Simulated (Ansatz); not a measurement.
This script drives Ansatz 0.2.0 through its Python package.

`run_opt.py`:
```python
"""Geometry optimisation of C2H5AlBBr."""

import itertools

import ansatz as az
from ase.data import atomic_numbers, covalent_radii
import numpy as np
import pandas as pd

GEOMETRY = """
Br   -1.17600    0.24690    2.30050
C    -1.04330    0.03000    0.38020
B    -0.15650    1.18690   -0.27810
C     1.01160    0.08140   -0.73290
Al    0.07160   -1.53790   -0.02850
H    -2.02960    0.00040   -0.11970
H    -0.17880    2.36080   -0.36570
H     1.96860    0.26310   -0.27160
H     1.01670    0.05540   -1.79390
H     0.59880   -2.73810    0.91270
"""


def main() -> None:
    system = az.Crystal.molecule()
    for line in GEOMETRY.strip().splitlines():
        symbol, *xyz = line.split()
        system = system.atom(symbol, [float(v) for v in xyz])

    setup = (
        system.calculation()
        .basis(gaussian="def2-SVP")  # the orbital basis, by name
        .functional("pbe0")
    )
    symbols = [site.symbol for site in system.cartesian_sites]
    start = np.array([site.position_ang for site in system.cartesian_sites], dtype=float)
    def progress(event):
        if event["event"] == "relax_step":
            row = event["data"]
            print(f"step {row['step']:3d}  E = {row['lagrangian_ev']:.6f} eV  largest force component {row['allowed_force_max_ev_ang']:.4f} eV/A")


    summary = setup.relax(force_tolerance=0.02).session().plan().execute(on_event=progress).report
    end = np.array(summary["positions_ang"])

    print("reference energy %16.6f eV" % summary["reference_energy_ev"])
    print("total energy     %16.6f eV" % summary["free_energy_ev"])
    print("occupied orbitals outside the frozen core (up, down):", summary["n_occupied"], " frozen:", summary["n_frozen"], " virtual:", summary["n_virtual"])

    # pairs closer than 1.2 times the sum of covalent radii, before or after
    radius = [covalent_radii[atomic_numbers[s]] for s in symbols]
    span = lambda where, i, j: np.linalg.norm(where[i] - where[j])
    bonded = [(i, j) for i, j in itertools.combinations(range(len(symbols)), 2) if min(span(start, i, j), span(end, i, j)) < 1.2 * (radius[i] + radius[j])]
    print("pair        before    after (A)")
    for i, j in bonded:
        print(f"{symbols[i]}{i}-{symbols[j]}{j}".ljust(10), f"{span(start, i, j):8.4f} {span(end, i, j):8.4f}")

    charges = summary["charge_distribution"]
    table = pd.DataFrame({"atom": symbols, "mulliken": charges["mulliken_charges_e"], "lowdin": charges["lowdin_charges_e"]})
    print(table.round(3).to_string())
    print("dipole (e A):", np.round(charges["dipole_moment_e_ang"], 4) + 0.0)
    with open("c2h5albbr_opt.xyz", "w") as handle:
        handle.write(f"{len(symbols)}\nrelaxed C2H5AlBBr\n")
        handle.writelines(f"{s:2s} {x:11.6f} {y:11.6f} {z:11.6f}\n" for s, (x, y, z) in zip(symbols, end))


if __name__ == "__main__":
    main()
```

It is started by `python run_opt.py`. How long does it take on 1 thread of Arm Neoverse V1, with other jobs on the host, and how much memory does it need?

It took about 2.1 min, with a peak of 0.42 GiB, for 1 run of the engine.

```console
$ python run_opt.py
step   1  E = -79444.999586 eV  largest force component 4.3678 eV/A
step   2  E = -79446.296507 eV  largest force component 1.4399 eV/A
step   3  E = -79446.446301 eV  largest force component 0.7802 eV/A
step   4  E = -79446.520382 eV  largest force component 0.5656 eV/A
step   5  E = -79446.595743 eV  largest force component 1.2417 eV/A
step   6  E = -79446.668146 eV  largest force component 1.8160 eV/A
step   7  E = -79446.757051 eV  largest force component 1.2814 eV/A
step   8  E = -79446.755748 eV  largest force component 0.8176 eV/A
step   9  E = -79446.842952 eV  largest force component 0.1523 eV/A
step  10  E = -79446.845380 eV  largest force component 0.1183 eV/A
step  11  E = -79446.846873 eV  largest force component 0.0733 eV/A
step  12  E = -79446.847338 eV  largest force component 0.0250 eV/A
step  13  E = -79446.847373 eV  largest force component 0.0522 eV/A
step  14  E = -79446.847503 eV  largest force component 0.0223 eV/A
step  15  E = -79446.847589 eV  largest force component 0.0086 eV/A
step  16  E = -79446.847761 eV  largest force component 0.0187 eV/A
reference energy    -79446.847792 eV
total energy        -79446.847792 eV
occupied orbitals outside the frozen core (up, down): [35, 35]  frozen: 0  virtual: [82, 82]
pair        before    after (A)
Br0-C1       1.9371   2.0496
Br0-Al4      3.1885   2.6565
C1-B2        1.5994   1.6064
C1-Al4       1.9668   1.9677
C1-H5        1.1061   1.0936
B2-C3        1.6714   1.5592
B2-Al4       2.7457   2.4092
B2-H6        1.1774   1.2127
C3-Al4       2.0005   1.9711
C3-H7        1.0778   1.0956
C3-H8        1.0613   1.1171
Al4-H9       1.6138   1.5837
  atom  mulliken  lowdin
0   Br    -0.108   0.388
1    C    -0.368  -0.131
2    B     0.125  -0.337
3    C    -0.337  -0.104
4   Al     0.572   0.163
5    H     0.087   0.020
6    H     0.012  -0.009
7    H     0.068   0.032
8    H     0.079   0.086
9    H    -0.132  -0.108
dipole (e A): [-0.0501 -0.1368 -0.1745]
```

It writes `c2h5albbr_opt.xyz`:
```text
10
relaxed C2H5AlBBr
Br   -0.946092    0.219044    2.107998
C    -1.269763   -0.038147    0.100506
B    -0.108536    1.011359   -0.261112
C     1.166779    0.178153   -0.593290
Al    0.217715   -1.314122    0.277141
H    -2.345011    0.085203   -0.056504
H    -0.222357    2.215179   -0.169211
H     2.181467    0.588549   -0.545171
H     0.976462   -0.193256   -1.629550
H     0.432435   -2.803062    0.772192
```

Caveats:
- Total energies depend on the basis set; only differences at equal settings carry meaning.
- The end point is the stationary point reached from this start; no frequency run checks that it is a minimum, and the basis set is modest.
- The Löwdin charges here are taken after orthogonalising the functions within each atom; they differ from plain Löwdin charges, and their signs can be unphysical.
- The bonding changed during the relaxation, so the end is another isomer than the start names.
